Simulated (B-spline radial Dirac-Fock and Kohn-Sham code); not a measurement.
# In⁺: core levels and X-ray properties

Aim: for In⁺, compute the binding energy of each subshell and its two-hole states.

Program: B-spline radial Dirac-Fock and Kohn-Sham code, version 3. Model: a free atom or ion on a radial basis; each step names its model. All values are calculated, but those marked as tabulated.

## 1. The system

In⁺ in the configuration [Kr] 4d9 5s2 5p1 (not the ground configuration).

```
nuclear charge     : 49
electrons          : 48
mass number        : 115
nuclear rms radius : 4.6156 fm
```

Outer shells as boxes (Hund's rule, for the drawing alone; heavy ions are jj-coupled, and the calculation averages over the configuration):

```
[Kr] core
4d [↑↓][↑↓][↑↓][↑↓][↑ ]
5s [↑↓]
5p [↑ ][  ][  ]
```

## 2. Core and valence levels

Model: Dirac-Fock average of configuration, Delta-SCF, finite nucleus, first-order Breit with its frequency dependence, self-energy and vacuum polarisation.

The run's settings:

```ini
task = binding
Z = 49
charge = 1
configuration = 1s2 2s2 2p6 3s2 3p6 3d10 4s2 4p6 4d9 5s2 5p1
mass_number = 115
rms_radius = 4.6156  # fm
```

Results of the run (chosen fields of its result record, rounded):

```text
{
  "status": "converged",
  "shells": ["K", "L1", "L2", "L3", "M1", "M2", "M3", "M4", "M5", "N1", "N2", "N3", "N4,5", "O1", "O2,3"],
  "total_energy_parts [Ha]": [-5879.55783, 4.59406983, -0.467779876, -0.0385210229, 3.10921766, -0.390754161],
  "koopmans [eV]": [28118.5, 4313.34, 4011.11, 3799.27, 870.155, 746.953, 707.516, 492.056, 484.089, 159.01, 116.163, 109.116, 41.3597, 20.3582, 13.6159],
  "dirac_coulomb [eV]": [28053.9, 4278.93, 3973.33, 3762.59, 855.666, 732.007, 693.023, 476.247, "-", 154.525, 111.96, 105.13, 38.3173, 19.9615, 13.4358],
  "gaunt [eV]": [-64.7448, -5.75506, -10.3834, -7.43638, -0.761568, -1.51488, -0.97639, -0.391638, "-", -0.104646, -0.214612, -0.118386, 0.0178182, -0.00850896, -0.0104241],
  "retardation [eV]": [4.6357, 0.363718, 1.15761, 1.15581, 0.0323205, 0.164914, 0.164691, 0.0200185, "-", 0.00391214, 0.0248629, 0.0247535, -0.00207348, 0.000106986, 0.00200033],
  "breit_frequency [eV]": [0.463982, -0.0475953, -0.00165847, 0.201359, -0.0113952, -0.00755349, 0.0336418, -0.0058175, "-", -0.00221407, -0.00163169, 0.0057268, -0.00056815, -0.000244325, 0.000315577],
  "self_energy [eV]": [-34.7037, -4.20655, 0.320259, -0.0755794, -0.829295, 0.066807, -0.00442979, 0.0838342, "-", -0.151686, 0.0197843, 0.00706477, 0.0155697, -0.0152653, 0.00341791],
  "vacuum_polarisation [eV]": [4.51006, 0.506862, -0.016666, -0.0296201, 0.096757, -0.00491609, -0.00769456, -0.00722854, "-", 0.0177521, -0.00169707, -0.00218422, -0.00165286, 0.00179269, -0.000459558],
  "binding [eV]": [27964.1, 4269.79, 3964.4, 3756.41, 854.193, 730.712, 692.233, 475.946, "-", 154.288, 111.787, 105.047, 38.3464, 19.9394, 13.4306],
  "mean_radius [bohr]": [0.0297058, 0.127924, 0.108556, 0.113785, 0.346409, 0.338122, 0.348819, 0.321456, 0.324926, 0.847804, 0.900882, 0.928026, 1.1356, 2.43314, 3.02987]
}
```

total_energy_parts: Dirac-Coulomb, Gaunt, retardation, frequency dependence, self-energy, vacuum polarisation. Blank entries are hole states that did not converge, or in which two open shells of one symmetry are about equally filled, where the average of configuration falls too low.

Each level as Koopmans' value plus corrections (eV):

```csv
level,-ε,relaxation,Breit,QED,binding
K (1s),28118.5,-64.58,-59.65,-30.19,27964.1
L1 (2s),4313.3,-34.42,-5.44,-3.70,4269.8
L2 (2p1/2),4011.1,-37.79,-9.23,0.30,3964.4
L3 (2p3/2),3799.3,-36.68,-6.08,-0.11,3756.4
M1 (3s),870.2,-14.49,-0.74,-0.73,854.2
M2 (3p1/2),747.0,-14.95,-1.36,0.06,730.7
M3 (3p3/2),707.5,-14.49,-0.78,-0.01,692.2
M4 (3d3/2),492.1,-15.81,-0.38,0.08,475.9
N1 (4s),159.0,-4.48,-0.10,-0.13,154.3
N2 (4p1/2),116.2,-4.20,-0.19,0.02,111.8
N3 (4p3/2),109.1,-3.99,-0.09,0.00,105.0
"N4,5 (4d)",41.36,-3.04,0.02,0.01,38.35
O1 (5s),20.36,-0.40,-0.01,-0.01,19.94
"O2,3 (5p)",13.62,-0.18,-0.01,0.00,13.43
```

X-ray lines as differences of these levels:

```csv
line,energy (eV)
Kβ2' (K-N3),27859.0
Kβ2'' (K-N2),27852.3
Kβ1 (K-M3),27271.9
Kβ3 (K-M2),27233.4
Kα1 (K-L3),24207.7
Kα2 (K-L2),23999.7
Lγ3 (L1-N3),4164.7
Lγ2 (L1-N2),4158.0
Lγ5 (L2-N1),3810.1
Lβ7 (L3-O1),3736.5
Lβ6 (L3-N1),3602.1
Lβ3 (L1-M3),3577.6
Lβ4 (L1-M2),3539.1
Lβ1 (L2-M4),3488.5
```

## 3. Two holes

Model: Dirac-Fock average of configuration, Delta-SCF, finite nucleus, first-order Breit with its frequency dependence, self-energy and vacuum polarisation; two-hole levels by intermediate coupling within the shell, Auger rates as independent-particle Coulomb matrix elements.

Recorded inputs:

```ini
task = double
```

Results of the run (chosen fields of its result record, rounded):

```text
{
  "status": "converged",
  "single_binding [eV]": {
    "K": 27964.09,
    "L1": 4269.788,
    "L2": 3964.405,
    "L3": 3756.41,
    "M1": 854.1925,
    "M2": 730.7116,
    "M3": 692.2328,
    "M4": 475.9458,
    "N1": 154.2883,
    "N2": 111.7865,
    "N3": 105.0469,
    "N4,5": 38.34642,
    "O1": 19.93939,
    "O2,3": 13.43061
  },
  "double_binding [eV]": {
    "KK": 56708.95,
    "KL2": 32146.92,
    "KL3": 31921.73,
    "KM2": 28758.57,
    "KM3": 28716.47,
    "KM4": 28495.5,
    "L1L1": 8665.435,
    "L1L2": 8351.509,
    "L1L3": 8140.446,
    "L1M2": 5053.812,
    "L1M3": 5013.718,
    "L1M4": 4801.67,
    "L2L2": 8085.51,
    "L2L3": 7861.442,
    "L2M1": 4870.599,
    "L2M3": 4710.245,
    "L2M4": 4494.717,
    "L3L3": 7653.334,
    "L3M1": 4662.338,
    "L3M2": 4542.059,
    "L3M4": 4289.302,
    "M4M4": 996.0167,
    "M2M2": 1505.371,
    "M2M3": 1462.587,
    "M3M3": 1424.673
  },
  "auger_lines [eV]": {
    "K-L123": [["L2L3", 2, 0.99714, 20095.8, 0.342029], ["L3L3", 2, 0.99714, 20317.0, 0.11772], ["L1L2", 1, 0.965839, 19599.4, 0.110997], ["L1L3", 1, 0.965839, 19798.3, 0.0809395], ["L1L1", 0, 0.992191, 19293.0, 0.0634262], ["L3L3", 0, 0.992787, 20287.7, 0.0225227]],
    "L2-M23": [["M2M3", 2, 0.990978, 2499.28, 0.147174], ["M2M2", 0, 0.980847, 2457.62, 0.0668986], ["M2M3", 1, 1.0, 2505.41, 0.0665213], ["M3M3", 2, 0.990978, 2542.01, 0.00126011], ["M3M3", 0, 0.980847, 2531.66, 0.000247426]],
    "L3-M23": [["M3M3", 2, 0.990978, 2334.02, 0.12467], ["M2M3", 2, 0.990978, 2291.28, 0.0882645], ["M3M3", 0, 0.980847, 2323.67, 0.0368206], ["M2M3", 1, 1.0, 2297.41, 0.0366336], ["M2M2", 0, 0.980847, 2249.62, 0.00307878]]
  }
}
```

Auger rows: leading holes, J, purity, kinetic energy, width; the six strongest of each group. Left out are hole states that did not converge, or in which two open shells of one symmetry are about equally filled, where the average of configuration falls too low.

Hole-hole repulsion U = E(ab) - E(a) - E(b), in eV:

```csv
holes,double,sum of singles,U
K K,56708.9,55928.2,780.8
K L2,32146.9,31928.5,218.4
K L3,31921.7,31720.5,201.2
K M2,28758.6,28694.8,63.77
K M3,28716.5,28656.3,60.15
K M4,28495.5,28440.0,55.47
L1 L1,8665.4,8539.6,125.9
L1 L2,8351.5,8234.2,117.3
L1 L3,8140.4,8026.2,114.2
L1 M2,5053.8,5000.5,53.31
L1 M3,5013.7,4962.0,51.70
L1 M4,4801.7,4745.7,55.94
L2 L2,8085.5,7928.8,156.7
L2 L3,7861.4,7720.8,140.6
L2 M1,4870.6,4818.6,52.00
L2 M3,4710.2,4656.6,53.61
L2 M4,4494.7,4440.4,54.37
L3 L3,7653.3,7512.8,140.5
L3 M1,4662.3,4610.6,51.73
L3 M2,4542.1,4487.1,54.94
L3 M4,4289.3,4232.4,56.95
M4 M4,996.0,951.9,44.13
```

## 4. What came out

| quantity | value |
| --- | --- |
| deepest level listed, K (1s) | 27964.1 eV |
| least bound, O2,3 (5p) | 13.43 eV |
| Kα1 | 24207.7 eV |
| largest U, K K | 780.8 eV |
| strongest line of K-L123 | L2L3, J = 2, 20095.8 eV |

In words: The K (1s) level lies 64.6 eV under Koopmans' value by relaxation alone; Breit gives -59.65 and QED -30.19 eV. U runs from 39.64 eV (M2 M3) to 780.8 eV (K K). In the K-L123 Auger group the L2L3 J = 2 line carries 43 % of the rate. The Hartree-Fock and Dirac-Fock values hold no electron correlation.
